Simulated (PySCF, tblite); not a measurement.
**C6H4F2: geometry, infrared bands and NMR shifts**

What infrared bands and NMR shifts should C6H4F2 (`C#CCC#CC(F)F`) show?

The runs use tblite 0.8.0 and PySCF 2.14.0, with density-fitted response routines of our own; the level of theory stands in each step. All values are computed, except where a source is named. Atoms are numbered from 0 throughout.

## (1) The starting structure

12 atoms, charge 0, multiplicity 1; geometry from: force field or distance geometry start.

Bonds of the start (Å): C0–C1 1.20, C1–C2 1.47, C2–C3 1.49, C3–C4 1.20, C4–C5 1.47, C5–F6 1.35, C5–F7 1.36, C0–H8 1.06, C2–H9 1.10, C2–H10 1.09, C5–H11 1.09.

## (2) Optimising the geometry with GFN2-xTB

What the job is given:

```
{"job": {"kind": "relax", "xc": "GFN2-xTB", "basis": "xTB"}, "charge": 0, "multiplicity": 1}
C      3.098000     0.898400    -0.072100
C      2.249900     0.170700     0.373200
C      1.246500    -0.740400     0.945000
C     -0.130900    -0.374400     0.527200
C     -1.252000    -0.097300     0.213800
C     -2.614000     0.256000    -0.199300
F     -3.173300    -0.796000    -0.839100
F     -3.351900     0.493600     0.915300
H      3.833700     1.551100    -0.473700
H      1.300500    -0.726300     2.040100
H      1.450300    -1.766100     0.625000
H     -2.655700     1.130000    -0.845900
```

The run is started by

```bash
$ OMP_NUM_THREADS=1 python probes_run.py task.json out
```

The driver reads the jobs from task.json and runs them one after another.

**Question.** This job is followed by: GFN2-xTB harmonic vibrations, gas phase; GIAO PBE0/pcSseg-1 NMR shielding, non-relativistic, gas phase. Predict these results of the whole session: strongest single infrared mode (GFN2-xTB); zero-point energy (GFN2-xTB); 13C shifts against TMS (PBE0/pcSseg-1); 1H shifts against TMS (PBE0/pcSseg-1, means over atoms taken as alike); 19F shifts against CFCl3 (PBE0/pcSseg-1, means over atoms taken as alike); surface potential, 1st and 99th percentile.

As calculated:

| quantity | value |
| --- | --- |
| strongest single infrared mode (GFN2-xTB) | 990 cm⁻¹, 212 km/mol |
| zero-point energy (GFN2-xTB) | 47.8 kcal/mol |
| 13C shifts against TMS (PBE0/pcSseg-1) | 110.2, 92.4, 80.9, 80.4, 77.4, 11.4 ppm |
| 1H shifts against TMS (PBE0/pcSseg-1, means over atoms taken as alike) | 6.58, 3.39, 1.58 ppm |
| 19F shifts against CFCl3 (PBE0/pcSseg-1, means over atoms taken as alike) | -124.7 ppm |
| surface potential, 1st and 99th percentile | -0.88 V and 1.52 V |

What this shows: The optimisation took 44 steps and gained 0.070 eV; among the close pairs (by a distance rule), C2–C3 changed most, from 1.485 to 1.448 Å. All 30 modes are real, so the xTB geometry is a minimum. The strongest single mode, at 990 cm⁻¹, moves mainly C5. GFN2-xTB is a fitted tight-binding method: band positions and strengths are rough. Its intensities can rank the bands wrongly. The most deshielded hydrogen is H11 (hydrogen on a propargylic sp3 CH bonded to 2 F), at 6.58 ppm: its carbon carries F, an electronegative neighbour. At PBE0/pcSseg-1: Shielding is most anisotropic at C1 (span 288 ppm, paramagnetic term -160 ppm).
